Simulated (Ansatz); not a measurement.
**C3H5ClSn: basis-set convergence**

How large a basis does C3H5ClSn need? Two functionals are run in growing sets.

Computed with Ansatz 0.2.0, Gaussian basis. Level: one geometry, several basis sets.

Levels to be run: PBE0-D4/def2-SVP; ωB97M-V/def2-SVP; PBE0-D4/def2-QZVPP; ωB97M-V/def2-QZVPP; the functionals' def2-TZVPP values are taken from earlier runs.

### 1 Structure used throughout

All runs share one geometry, relaxed beforehand with PBE0-D4 in a triple-zeta def2 set. Sn takes the def2 core potential; no spin-orbit term is included.

SMILES `C#[C][SnH]([CH3])[Cl]`, 10 atoms, charge 0, spin multiplicity 1.

Atoms are counted from 1 here; the program's logs count them from 0.

Bond lengths: C1–C2 1.206 Å, C1–H6 1.066 Å, C2–Sn3 2.077 Å, Sn3–C4 2.120 Å, Sn3–Cl5 2.335 Å, Sn3–H7 1.700 Å, C4–H8 1.089 Å, C4–H9 1.089 Å, C4–H10 1.090 Å. Angles: C2–C1–H6 179.5°, C1–C2–Sn3 178.7°, C2–Sn3–C4 110.6°, C2–Sn3–Cl5 106.0°, C2–Sn3–H7 109.8°, C4–Sn3–Cl5 106.8°, C4–Sn3–H7 116.7°, Cl5–Sn3–H7 106.2°, Sn3–C4–H8 109.6°, Sn3–C4–H9 108.7°, Sn3–C4–H10 109.7°, H8–C4–H9 109.6°, H8–C4–H10 109.7°, H9–C4–H10 109.5°.

### 2 PBE0-D4 in def2-SVP

File in.yaml:

```yaml
crystal:
  periodic: [false, false, false]
  atoms:
    - {symbol: C, position_ang: [2.546495, 0.032910, 1.304054]}
    - {symbol: C, position_ang: [1.631641, -0.149472, 0.539219]}
    - {symbol: Sn, position_ang: [0.039733, -0.418576, -0.767922]}
    - {symbol: C, position_ang: [-1.667673, 0.642584, -0.093348]}
    - {symbol: Cl, position_ang: [-0.496069, -2.688985, -0.672634]}
    - {symbol: H, position_ang: [3.357035, 0.184877, 1.980093]}
    - {symbol: H, position_ang: [0.545617, -0.116720, -2.362965]}
    - {symbol: H, position_ang: [-2.508040, 0.442457, -0.756706]}
    - {symbol: H, position_ang: [-1.910288, 0.308026, 0.914426]}
    - {symbol: H, position_ang: [-1.455351, 1.711800, -0.081216]}
basis:
  gaussian: {orbitals: def2-SVP}
hamiltonian: {xc: pbe0, dispersion: d4}
output: {orbitals: {seedname: orbitals}}
```

The runs that follow: ωB97M-V in def2-SVP; PBE0-D4 in def2-QZVPP; ωB97M-V in def2-QZVPP.

**Question.** What will the summary of the whole plan be? Wanted: PBE0-D4: double and triple zeta above quadruple; ωB97M-V: double and triple zeta above quadruple.

As calculated:

| quantity | value |
| --- | --- |
| PBE0-D4: double and triple zeta above quadruple | 8.86, 0.61 eV |
| ωB97M-V: double and triple zeta above quadruple | 8.99, 0.58 eV |

**Reading.** PBE0-D4 gains 8.25 eV from double to triple zeta, then 0.61 eV more. These are total energies; as a rule much of such shifts cancels in differences, which this series doesn't test. The LUMO of ωB97M-V is positive and keeps falling with the basis (1.37 to 0.85 eV): an unbound level that the basis holds in place.
